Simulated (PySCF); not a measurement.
# F7Sm ([SmF7]4-): the cost of one run

Computed with PySCF 2.14.0 and routines of our own; the level stands in each step. Atoms count from 0.

## 1. The system as given

8 atoms, charge -4, states of the metal's open shell are computed; geometry from: model geometry, bond lengths from ionic radii.

## 2. Ligand-field states: state-averaged CASSCF in water

Job settings and geometry (Å):

```
{"job": {"kind": "lf", "basis": {"metal": "x2c-TZVPall", "ligand": "x2c-SVPall"}, "nevpt": false, "solvent": "water", "roots": {"6": 21, "4": 128, "2": 130}}, "charge": -4, "metal": "Sm", "open_shell": "f5"}
Sm     0.000000     0.000000     0.000000
F      0.000000     0.000000     2.318000
F      0.000000     0.000000    -2.318000
F      2.318000     0.000000     0.000000
F      0.716301     2.204549     0.000000
F     -1.875301     1.362486     0.000000
F     -1.875301    -1.362486     0.000000
F      0.716301    -2.204549     0.000000
```

With the program's defaults for keys left out, this is: state-averaged CASSCF of the metal f shell, state-interaction spin-orbit coupling.

The run is started by

```sh
$ OMP_NUM_THREADS=1 python lf_run.py task.json out
```

One launch serves the whole session: the jobs run in the order shown.

Q: Estimate the wall time and peak memory of this first job on 1 thread of Arm Neoverse V1, shared host.

About 54 s, with a peak of 0.63 GiB.
